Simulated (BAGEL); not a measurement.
# B2NH2OF (SMILES OB1NB1F): RI-MP2/def2-SVP (density fitting with qzvpp-jkfit)

What is the energy change on altering one bond length of B2NH2OF at RI-MP2/def2-SVP (density fitting with qzvpp-jkfit)? 

Program for the calculation: BAGEL 1.2.2.

1 further run of the same task is left out (set aside as unsound or not needed). Runs told in other sessions of the task aren't counted.

### 1 The molecule

B2NH2OF: 7 atoms, total charge 0, spin state singlet. As SMILES, `OB1NB1F`. The coordinates come from a PBE0-D4/def2-TZVP relaxation. This is one conformer, not always the lowest.

Bond lengths: O1–B2 1.347 Å, B2–N3 1.423 Å, B2–B4 1.598 Å, N3–B4 1.403 Å, B4–F5 1.317 Å, O1–H6 0.959 Å, N3–H7 1.012 Å. Angles: O1–B2–N3 134.0°, O1–B2–B4 171.0°, N3–B2–B4 55.0°, B2–N3–B4 68.8°, B2–B4–N3 56.2°, B2–B4–F5 168.4°, N3–B4–F5 135.4°, B2–O1–H6 112.9°, B2–N3–H7 144.6°, B4–N3–H7 146.6°.

### 2 The energy at RI-MP2/def2-SVP (density fitting with qzvpp-jkfit)

File input.json:

```json
{ "bagel": [

{
  "title": "molecule",
  "basis": "svp",
  "df_basis": "qzvpp-jkfit",
  "angstrom": true,
  "geometry": [
    { "atom": "O", "xyz": [   -1.276700,    0.176400,    1.308100 ] },
    { "atom": "B", "xyz": [   -0.379000,    0.150200,    0.304200 ] },
    { "atom": "N", "xyz": [    0.632200,   -0.768200,   -0.094800 ] },
    { "atom": "B", "xyz": [    0.587000,    0.339700,   -0.954100 ] },
    { "atom": "F", "xyz": [    1.250000,    0.724100,   -2.025300 ] },
    { "atom": "H", "xyz": [   -1.829400,    0.960200,    1.293400 ] },
    { "atom": "H", "xyz": [    1.077200,   -1.650400,    0.122900 ] }
  ]
},
{
  "title": "hf",
  "charge": 0
},
{
  "title": "mp2",
  "charge": 0,
  "ncore": 5
}

]}
```

Command:

```bash
$ BAGEL_NUM_THREADS=1 BAGEL input.json > input.out
```

Log:

```text
* using 1 threads per process

  ===============================================================
  ===============================================================

  *** Geometry ***

  { "atom" : "O", "xyz" : [     -2.412613,      0.333348,      2.471951 ] },
  { "atom" : "B", "xyz" : [     -0.716206,      0.283837,      0.574855 ] },
  { "atom" : "N", "xyz" : [      1.194685,     -1.451688,     -0.179146 ] },
  { "atom" : "B", "xyz" : [      1.109269,      0.641940,     -1.802988 ] },
  { "atom" : "F", "xyz" : [      2.362158,      1.368351,     -3.827262 ] },
  { "atom" : "H", "xyz" : [     -3.457065,      1.814515,      2.444172 ] },
  { "atom" : "H", "xyz" : [      2.035613,     -3.118804,      0.232247 ] },

  Number of auxiliary basis functions:      417

  Since a DF basis is specified, we compute 2- and 3-index integrals:
    o Being stored without compression. Storage requirement is 0.021 GB

  Number of basis functions:       80
  Number of electrons      :       36

    * METHOD: MOLECULE                             0.14

  *** RHF ***

  === Nuclear Repulsion ===
   135.2277846472

      * DIIS with orbital gradients will be used.

  === RHF iteration (svp) ===
      0       -278.90170270          0.02406569           0.04
      1       -279.10333269          0.01503731           0.03
      2       -279.18598595          0.00188086           0.03
      3       -279.18823232          0.00051939           0.03
      4       -279.18840803          0.00012869           0.04
      5       -279.18841971          0.00005233           0.03
      6       -279.18842113          0.00001765           0.03
      7       -279.18842137          0.00000291           0.04
      8       -279.18842138          0.00000147           0.03
      9       -279.18842138          0.00000057           0.03
     10       -279.18842138          0.00000014           0.04
     11       -279.18842138          0.00000006           0.04
     12       -279.18842138          0.00000003           0.03
     13       -279.18842138          0.00000001           0.03
    * SCF iteration converged.

    * Permanent dipole moment:
           (    0.244724,     0.119142,    -0.375571) a.u.

    * METHOD: HF                                   0.60

  *** RHF ***

  === Nuclear Repulsion ===
   135.2277846472

      * DIIS with orbital gradients will be used.

  === RHF iteration (svp) ===
      0       -279.18842138          0.00000001           0.04
    * SCF iteration converged.

    * Permanent dipole moment:
           (    0.244723,     0.119142,    -0.375571) a.u.

  === DF-MP2 calculation ===

    * freezing 5 orbitals
    * 3-index integral transformation done
    * assembly done

      MP2 correlation energy:   -0.6874583488      0.03

      MP2 total energy:       -279.8758797278

    * METHOD: MP2                                  0.11

  ===============================================================
```

It took 0.98 s on 1 thread of Arm Neoverse V2, shared host; peak memory 0.098 GiB.

### 3 The distorted shape at the same level

File job.json:

```json
{ "bagel" : [

{
  "title" : "molecule",
  "basis" : "svp",
  "df_basis" : "qzvpp-jkfit",
  "angstrom" : "true",
  "geometry" : [
    { "atom" : "O", "xyz" : [      -0.613464,      -0.764154,       1.325740 ] },
    { "atom" : "B", "xyz" : [       0.284236,      -0.790354,       0.321840 ] },
    { "atom" : "N", "xyz" : [       1.295436,      -1.708754,      -0.077160 ] },
    { "atom" : "B", "xyz" : [       1.250236,      -0.600854,      -0.936460 ] },
    { "atom" : "F", "xyz" : [       1.913236,      -0.216454,      -2.007660 ] },
    { "atom" : "H", "xyz" : [      -1.829400,       0.960200,       1.293400 ] },
    { "atom" : "H", "xyz" : [       1.740436,      -2.590954,       0.140540 ] }
  ]
},

{ "title" : "hf" },

{ "title" : "mp2", "ncore" : 5 }

]}
```

Command:

```bash
$ BAGEL_NUM_THREADS=1 BAGEL job.json > job.out
```

Log:

```text
* using 1 threads per process

  ===============================================================
  ===============================================================

  *** Geometry ***

  { "atom" : "O", "xyz" : [     -1.159279,     -1.444042,      2.505286 ] },
  { "atom" : "B", "xyz" : [      0.537128,     -1.493553,      0.608189 ] },
  { "atom" : "N", "xyz" : [      2.448019,     -3.229077,     -0.145811 ] },
  { "atom" : "B", "xyz" : [      2.362604,     -1.135450,     -1.769653 ] },
  { "atom" : "F", "xyz" : [      3.615492,     -0.409039,     -3.793928 ] },
  { "atom" : "H", "xyz" : [     -3.457065,      1.814515,      2.444172 ] },
  { "atom" : "H", "xyz" : [      3.288947,     -4.896193,      0.265582 ] },

  Number of auxiliary basis functions:      417

  Since a DF basis is specified, we compute 2- and 3-index integrals:
    o Being stored without compression. Storage requirement is 0.021 GB

  Number of basis functions:       80
  Number of electrons      :       36

    * METHOD: MOLECULE                             0.13

  *** RHF ***

  === Nuclear Repulsion ===
   131.8044428779

      * DIIS with orbital gradients will be used.

  === RHF iteration (svp) ===
      0       -278.49808736          0.02645420           0.03
      1       -278.43604702          0.03243334           0.03
      2       -278.92400563          0.00537225           0.03
      3       -278.93849273          0.00247498           0.03
      4       -278.94218419          0.00065582           0.03
      5       -278.94261678          0.00023168           0.03
      6       -278.94267472          0.00009872           0.03
      7       -278.94268531          0.00004366           0.03
      8       -278.94268736          0.00001568           0.03
      9       -278.94268760          0.00001062           0.03
     10       -278.94268773          0.00000485           0.03
     11       -278.94268776          0.00000214           0.04
     12       -278.94268777          0.00000120           0.03
     13       -278.94268777          0.00000063           0.03
     14       -278.94268777          0.00000031           0.03
     15       -278.94268777          0.00000021           0.03
     16       -278.94268777          0.00000011           0.03
     17       -278.94268777          0.00000005           0.04
     18       -278.94268777          0.00000003           0.03
     19       -278.94268777          0.00000002           0.03
     20       -278.94268777          0.00000001           0.03
    * SCF iteration converged.

    * Permanent dipole moment:
           (    0.273031,    -0.082406,    -0.241804) a.u.

    * METHOD: HF                                   0.82

  *** RHF ***

  === Nuclear Repulsion ===
   131.8044428779

      * DIIS with orbital gradients will be used.

  === RHF iteration (svp) ===
      0       -278.94268777          0.00000001           0.03
    * SCF iteration converged.

    * Permanent dipole moment:
           (    0.273031,    -0.082406,    -0.241804) a.u.

  === DF-MP2 calculation ===

    * freezing 5 orbitals
    * 3-index integral transformation done
    * assembly done

      MP2 correlation energy:   -0.7434937169      0.03

      MP2 total energy:       -279.6861814850

    * METHOD: MP2                                  0.11

  ===============================================================
```

It took 1.2 s on 1 thread of Arm Neoverse V2, shared host; peak memory 0.098 GiB.

### 4 Outcome

At RI-MP2/def2-SVP (density fitting with qzvpp-jkfit), 5 core orbitals frozen:

```
                                                         quantity          value
                                        first shape: total energy  -279.87588 Eh
         first shape: correlation energy (5 core orbitals frozen)     -687.5 mEh
                                    distorted shape: total energy  -279.68618 Eh
     distorted shape: correlation energy (5 core orbitals frozen)     -743.5 mEh
energy change with the O1–H6 bond stretched from 0.959 to 2.110 Å       5.162 eV
```

**Reading.** With the O1–H6 bond stretched from 0.959 to 2.110 Å the energy rises by 5.16 eV (119 kcal/mol). The first shape isn't relaxed at this level, so the change isn't measured from a minimum. A restricted reference can't describe the breaking bond well at this length.
